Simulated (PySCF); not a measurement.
# C₂H₆OSeSi: electronic excitations and core binding energies

Aim: predict the electronic excitations and core binding energies of C₂H₆OSeSi (`C=CO[SiH2][SeH]`).

Computed with PySCF 2.14.0, with density-fitted response routines of our own, on a single molecule in the gas phase. Atoms count from 0, in the outputs and in this text.

## 1. Starting geometry

11 atoms, charge 0, multiplicity 1; geometry from: GFN2-xTB.

Bonds of the start (Å): C0–C1 1.32, C1–O2 1.34, O2–Si3 1.62, Si3–Se4 2.26, C0–H5 1.07, C0–H6 1.08, C1–H7 1.08, Si3–H8 1.46, Si3–H9 1.46, Se4–H10 1.44.

## 2. Ultraviolet spectrum: PBE0/def2-SVPD

What the job is given:

```
{"job": {"kind": "uv", "xc": "PBE0", "basis": "def2-SVPD", "nstates": 8, "ntriplets": 3}, "charge": 0, "multiplicity": 1}
C     -2.058754    -0.151508     0.396679
C     -1.394955     0.002785    -0.732608
O     -0.059135     0.086514    -0.857956
Si     1.121803     0.036911     0.247707
Se     2.879951     0.263367    -1.153597
H     -3.130402    -0.208522     0.400685
H     -1.551500    -0.224811     1.342341
H     -1.890146     0.077617    -1.693273
H      1.048498     1.152753     1.186903
H      1.172961    -1.242572     0.950257
H      3.867103     0.210138    -0.113102
```

With the program's defaults for keys left out, this is: TDDFT PBE0/def2-SVPD, vertical, gas phase, core orbitals frozen in the response.

Launch:

```bash
> OMP_NUM_THREADS=1 python probes_run.py task.json out
```

The driver reads the jobs from task.json and runs them one after another.

What it wrote:

```text
coarse grid: 44120 points
cycle   1  E = -2844.9726083750  dE = -2.757e-01  |g| = 5.938e-01  |ddm| = 4.613e+00
cycle   2  E = -2844.8979814830  dE =  7.463e-02  |g| = 8.586e-01  |ddm| = 1.623e+00
cycle   3  E = -2845.0417137458  dE = -1.437e-01  |g| = 1.182e-01  |ddm| = 9.647e-01
cycle   4  E = -2845.0441717217  dE = -2.458e-03  |g| = 4.916e-02  |ddm| = 1.801e-01
cycle   5  E = -2845.0447774683  dE = -6.057e-04  |g| = 1.210e-02  |ddm| = 6.254e-02
cycle   6  E = -2845.0448104457  dE = -3.298e-05  |g| = 3.566e-03  |ddm| = 1.850e-02
cycle   7  E = -2845.0448137419  dE = -3.296e-06  |g| = 4.744e-04  |ddm| = 5.186e-03
final grid: 90856 points
cycle   8  E = -2845.0448165465  dE = -4.811e-08  |g| = 4.933e-04  |ddm| = 8.055e-03
cycle   9  E = -2845.0448165201  dE =  2.641e-08  |g| = 5.871e-04  |ddm| = 1.462e-03
cycle  10  E = -2845.0448165905  dE = -7.038e-08  |g| = 6.875e-05  |ddm| = 7.596e-04
cycle  11  E = -2845.0448165916  dE = -1.106e-09  |g| = 1.463e-05  |ddm| = 8.704e-05
cycle  12  E = -2845.0448165917  dE = -5.548e-11  |g| = 4.901e-06  |ddm| = 2.201e-05
converged SCF energy = -2845.0448165917

Static polarisability (au): isotropic 82.674, principal 65.772 73.720 108.531

Singlet excitations
state   eV       nm        f      main configurations
  1   5.3124    233.4   0.00357   H->L 0.90
  2   5.7731    214.8   0.03134   H->L+1 0.89
  3   5.9394    208.7   0.00976   H-1->L 0.95
  4   6.1477    201.7   0.01433   H->L+3 0.93
  5   6.4879    191.1   0.01841   H->L+2 0.97
  6   6.6031    187.8   0.00155   H-1->L+1 0.61, H-1->L+3 0.31
  7   6.7341    184.1   0.00313   H-1->L+3 0.62, H-1->L+1 0.32
  8   6.9621    178.1   0.00480   H->L+4 0.92

Triplet excitations (Tamm-Dancoff, eV): 4.4231 4.9695 5.4180
```

Run time: 18 s. Hardware: 1 thread of Intel Xeon 6975P-C, shared host; peak memory 0.68 GiB.

The orbitals next to the gap, with their largest atomic shares:

```csv
orbital,eV,atoms
HOMO−3,-10.04,"O2 39 %, Se4 17 %, C1 13 %"
HOMO−2,-8.88,"Se4 53 %, Si3 20 %, O2 10 %"
HOMO−1,-7.36,"C0 35 %, C1 24 %, O2 21 %"
HOMO,-7.00,"Se4 74 %, Si3 9 %, H10 6 %"
LUMO,-0.25,"Se4 35 %, Si3 30 %, H8 9 %"
LUMO+1,0.14,"Se4 50 %, H10 23 %, Si3 15 %"
LUMO+2,0.29,"C1 35 %, C0 32 %, O2 10 %"
```

With each of the 8 states as a Gaussian band of 0.4 eV half-width at 1/e, the curve within the window shown has maxima at 210 nm (ε 2,000) L/(mol cm). Beyond the last state computed it falls off for lack of states. The curve at chosen wavelengths:

nm, ε (L/mol/cm) and a bar:
```
      171        155 ##
      175        320 ####
      178        485 #######
      182        747 ###########
      186       1022 ###############
      189       1207 ##################
      193       1408 #####################
      197       1583 #######################
      200       1718 #########################
      204       1898 ############################
      208       2024 ##############################
      211       2037 ##############################
      215       1915 ############################
      219       1650 ########################
      223       1309 ###################
      226       1049 ###############
      230        743 ###########
      234        505 #######
      237        372 #####
      241        244 ###
      245        159 ##
      248        114 #
      252         72 #
      256         44 
      259         30 
      263         17
```

Leading natural transition orbitals of singlet state 2: the hole lies on Se4 78 %; H10 11 %; the particle on H10 47 %; Se4 28 %; H8, H9 about 8 % each.

Leading natural transition orbitals of singlet state 1: the hole lies on Se4 77 %; H10 11 %; the particle on Se4 32 %; Si3 21 %; H8, H9, H10 about 11 % each.

Further results of this job:

```csv
property,computed
dipole moment (D),1.44
polarisability (Å³),12.25
HOMO–LUMO gap (eV),6.75
−ε(HOMO) (eV),7.00
```

Orbitals, density, ELF and potential are computed afterwards from the orbital file.

Frontier orbitals at PBE0/def2-SVPD, with the share of their density that lies nearest to each atom:

```csv
orbital,energy (eV),lies on
HOMO,-7.00,Se4 74 %; H10 11 %
LUMO,-0.25,"Se4 25 %; Si3 20 %; H8, H9 about 14 % each"
```

ELF in a plane through or near 9 of the atoms.

Ten even steps from ' ' (0.00) to '@' (1.00):
```
                                                        
                                                        
                                                        
                                                        
                                --==::                  
                      ....    ..@@@@@@..                
                    ::----..  ::@@@@@@::....            
        ==**--    ..::::--::  ::@@@@@@++##%%==          
      --@@@@%%--..::  ++....    ****..%%@@@@@@..        
      **@@@@@@**==**  ##------  ++--##@@@@@@@@..        
      ++@@@@@@++==@@::::..%%##==++%%**##@@@@##          
      ..++%%==----**%%::##++--%%==::++..--==..          
        ::++::**##==++..##**==##::**##                  
        ::**==----++--  **%%%%--%%@@@@**                
        ::++%%##****::  --**==  %%@@@@@@..              
          --**####--            **@@@@##                
            ------..            ..++++                  
                                                        
                                                        
                                                        
```
The map spans 12.9 Å across and 8.7 Å up, centred on the molecule. Atoms in the plane (x, y in Å): C0 (2.1, 0.3), C1 (1.4, -0.8), O2 (0.0, -0.9), Si3 (-1.1, 0.3), Se4 (-2.9, -1.1), H5 (3.1, 0.3), H6 (1.6, 1.3), H7 (1.8, -1.8), H10 (-3.9, 0.0).

On the surface of density 0.002 e/bohr³ the electrostatic potential runs, from the 1st to the 99th percentile, from -0.79 V near Se4 to 1.28 V near H8.

## 3. Core holes by ΔSCF: SCAN, X2C

Same as in step 2 but for these lines:

```diff
@@ -1,2 +1,2 @@
-{"job": {"kind": "uv", "xc": "PBE0", "basis": "def2-SVPD", "nstates": 8, "ntriplets": 3}, "charge": 0, "multiplicity": 1}
+{"job": {"kind": "xps"}, "charge": 0, "multiplicity": 1}
 C     -2.058754    -0.151508     0.396679
```

Method: delta-SCF UKS SCAN, pcX-2 on the ionised atom, pcseg-1 elsewhere, spin-free X2C.

What it wrote:

```text
ground state, core basis on atom 0 (C), 148 functions
  cycle   1  E = -2868.44291370  |g| = 6.47e-01
  cycle   2  E = -2868.29879274  |g| = 1.06e+00
  cycle   3  E = -2868.52856083  |g| = 1.77e-01
  cycle   4  E = -2868.53421384  |g| = 7.28e-02
  cycle   5  E = -2868.53545306  |g| = 2.66e-02
  cycle   6  E = -2868.53564091  |g| = 6.24e-03
  cycle   7  E = -2868.53565030  |g| = 1.36e-03
  cycle   8  E = -2868.53565188  |g| = 4.47e-04
  E(ground) = -2868.58322874 Eh
hole in C 1s of atom 0
  cycle   1  E = -2857.29820316  |g| = 1.51e+00
  cycle   2  E = -2855.28556799  |g| = 2.08e+00
  cycle   3  E = -2857.54330091  |g| = 7.12e-01
  cycle   4  E = -2857.81952030  |g| = 3.29e-01
  cycle   5  E = -2857.85815357  |g| = 1.77e-01
  cycle   6  E = -2857.87019624  |g| = 7.63e-02
  cycle   7  E = -2857.87232326  |g| = 2.18e-02
  cycle   8  E = -2857.87252962  |g| = 7.20e-03
  cycle   9  E = -2857.87256078  |g| = 3.12e-03
  cycle  10  E = -2857.87256965  |g| = 1.24e-03
  cycle  11  E = -2857.87257070  |g| = 6.29e-04
  cycle  12  E = -2857.87257022  |g| = 3.21e-04
  E(ion) = -2857.91990031 Eh   <S^2> = 0.7768   hole on atom = 1.000   binding energy = 290.164 eV
ground state, core basis on atom 1 (C), 148 functions
  cycle   1  E = -2868.53765907  |g| = 6.12e-02
  cycle   2  E = -2868.53702140  |g| = 5.54e-02
  cycle   3  E = -2868.53735317  |g| = 4.36e-02
  cycle   4  E = -2868.53784267  |g| = 8.36e-03
  cycle   5  E = -2868.53785739  |g| = 1.18e-03
  cycle   6  E = -2868.53785620  |g| = 3.07e-04
  E(ground) = -2868.58520921 Eh
hole in C 1s of atom 1
  cycle   1  E = -2857.22330371  |g| = 1.51e+00
  cycle   2  E = -2852.88751943  |g| = 2.91e+00
  cycle   3  E = -2857.45435845  |g| = 7.20e-01
  cycle   4  E = -2857.40392333  |g| = 6.55e-01
  cycle   5  E = -2857.73195391  |g| = 2.86e-01
  cycle   6  E = -2857.77457966  |g| = 1.62e-01
  cycle   7  E = -2857.78767425  |g| = 5.51e-02
  cycle   8  E = -2857.78956012  |g| = 2.32e-02
  cycle   9  E = -2857.79006391  |g| = 8.87e-03
  cycle  10  E = -2857.79020624  |g| = 5.65e-03
  cycle  11  E = -2857.79029969  |g| = 4.12e-03
  cycle  12  E = -2857.79034799  |g| = 2.20e-03
  cycle  13  E = -2857.79036111  |g| = 1.09e-03
  cycle  14  E = -2857.79036049  |g| = 4.38e-04
  E(ion) = -2857.83701380 Eh   <S^2> = 0.8410   hole on atom = 1.000   binding energy = 292.473 eV
ground state, core basis on atom 2 (O), 148 functions
  cycle   1  E = -2868.56769533  |g| = 1.05e-01
  cycle   2  E = -2868.56532693  |g| = 1.19e-01
  cycle   3  E = -2868.56736412  |g| = 6.43e-02
  cycle   4  E = -2868.56824972  |g| = 1.03e-02
  cycle   5  E = -2868.56827554  |g| = 1.85e-03
  cycle   6  E = -2868.56827717  |g| = 3.52e-04
  E(ground) = -2868.61298848 Eh
hole in O 1s of atom 2
  cycle   1  E = -2847.93235115  |g| = 2.23e+00
  cycle   2  E = -2846.48902724  |g| = 2.53e+00
  cycle   3  E = -2848.38579291  |g| = 8.25e-01
  cycle   4  E = -2848.62248531  |g| = 5.02e-01
  cycle   5  E = -2848.75121210  |g| = 1.46e-01
  cycle   6  E = -2848.76156093  |g| = 4.95e-02
  cycle   7  E = -2848.76294733  |g| = 1.19e-02
  cycle   8  E = -2848.76305018  |g| = 4.61e-03
  cycle   9  E = -2848.76306355  |g| = 1.55e-03
  cycle  10  E = -2848.76306566  |g| = 7.92e-04
  cycle  11  E = -2848.76306926  |g| = 5.75e-04
  cycle  12  E = -2848.76306988  |g| = 4.15e-04
  E(ion) = -2848.80880952 Eh   <S^2> = 0.7627   hole on atom = 1.000   binding energy = 538.899 eV
ground state, core basis on atom 3 (Si), 159 functions
  cycle   1  E = -2868.63534241  |g| = 3.02e-01
  cycle   2  E = -2868.63172180  |g| = 1.72e-01
  cycle   3  E = -2868.62975435  |g| = 1.90e-01
  cycle   4  E = -2868.63665343  |g| = 3.49e-02
  cycle   5  E = -2868.63697628  |g| = 7.76e-03
  cycle   6  E = -2868.63699106  |g| = 1.25e-03
  cycle   7  E = -2868.63698948  |g| = 3.76e-04
  E(ground) = -2868.64278620 Eh
hole in Si 1s of atom 3
  cycle   1  E = -2799.66820605  |g| = 4.35e+00
  cycle   2  E = -2798.04466210  |g| = 2.65e+00
  cycle   3  E = -2796.98658251  |g| = 2.12e+00
  cycle   4  E = -2800.64762436  |g| = 3.83e-01
  cycle   5  E = -2800.68651065  |g| = 2.79e-01
  cycle   6  E = -2800.72526368  |g| = 7.77e-02
  cycle   7  E = -2800.72872050  |g| = 2.10e-02
  cycle   8  E = -2800.72887190  |g| = 9.14e-03
  cycle   9  E = -2800.72892248  |g| = 2.58e-03
  cycle  10  E = -2800.72892491  |g| = 6.30e-04
  cycle  11  E = -2800.72892826  |g| = 2.10e-04
  E(ion) = -2800.74265170 Eh   <S^2> = 0.7524   hole on atom = 1.000   binding energy = 1847.657 eV
hole in Si 2p of atom 3
  cycle   1  E = -2864.33160597  |g| = 1.24e+00
  cycle   2  E = -2863.88208026  |g| = 1.34e+00
  cycle   3  E = -2864.53529342  |g| = 4.18e-01
  cycle   4  E = -2864.65250101  |g| = 1.13e-01
  cycle   5  E = -2864.65900702  |g| = 4.97e-02
  cycle   6  E = -2864.65994316  |g| = 2.31e-02
  cycle   7  E = -2864.66013688  |g| = 7.89e-03
  cycle   8  E = -2864.66016694  |g| = 3.29e-03
  cycle   9  E = -2864.66017271  |g| = 8.05e-04
  cycle  10  E = -2864.66017062  |g| = 2.64e-04
  E(ion) = -2864.67719417 Eh   <S^2> = 0.7520   hole on atom = 1.003   binding energy = 107.909 eV
  2p3/2 = 107.747 eV   2p1/2 = 108.374 eV
```

Wall time 31 s (1 thread of Intel Xeon 6975P-C, shared host); peak memory 0.62 GiB.

The holes in one table. −ε is the ground-state orbital energy:

```csv
hole,stands for,environment,ΔSCF (eV; 2p as the shell's mean),−ε (eV),⟨S²⟩
C1s on C0,C0,β carbon of an enol-ether or enamine type C=C,290.16,273.4,0.777
C1s on C1,C1,alkene carbon bearing oxygen,292.47,275.5,0.841
O1s on O2,O2,"oxygen bonded to C, Si",538.90,517.5,0.763
Si1s on Si3,Si3,"silicon bonded to O, Se, 2 H",1847.66,1794.5,0.752
Si2p on Si3,Si3,"silicon bonded to O, Se, 2 H",107.96,97.3,0.752
```

With the spin-orbit splitting: Si3 2p3/2 107.75, 2p1/2 108.37 eV. The table gives each 2p level as the mean over the whole 2p shell (two parts 2p3/2, one part 2p1/2), which differs a little from the single hole in the log.

## 4. What came out

| quantity | value |
| --- | --- |
| lowest singlet (PBE0/def2-SVPD) | 5.31 eV (233 nm), f = 0.004 |
| brightest single state of those computed | state 2, 5.77 eV, f = 0.031 |
| lowest triplet | 4.42 eV |
| surface potential, 1st and 99th percentile | -0.79 V and 1.28 V |
| C1s binding energies, SCAN/pcX-2 | C1 292.47, C0 290.16 eV |
| O1s binding energies, SCAN/pcX-2 | O2 538.90 eV |
| Si1s binding energies, SCAN/pcX-2 | Si3 1847.66 eV |
| Si2p binding energies, SCAN/pcX-2 | Si3 107.96 eV |

In words: The lowest singlet, at 5.31 eV, is HOMO→LUMO 0.90 and is weak; of the 8 states computed, the strongest absorption comes from state 2 at 5.77 eV. The lowest triplet lies 0.89 eV below the lowest singlet (triplets in Tamm-Dancoff, singlets in full TDDFT). C1 (alkene carbon bearing oxygen) binds its C1s electron 2.31 eV more tightly than C0 (β carbon of an enol-ether or enamine type C=C).
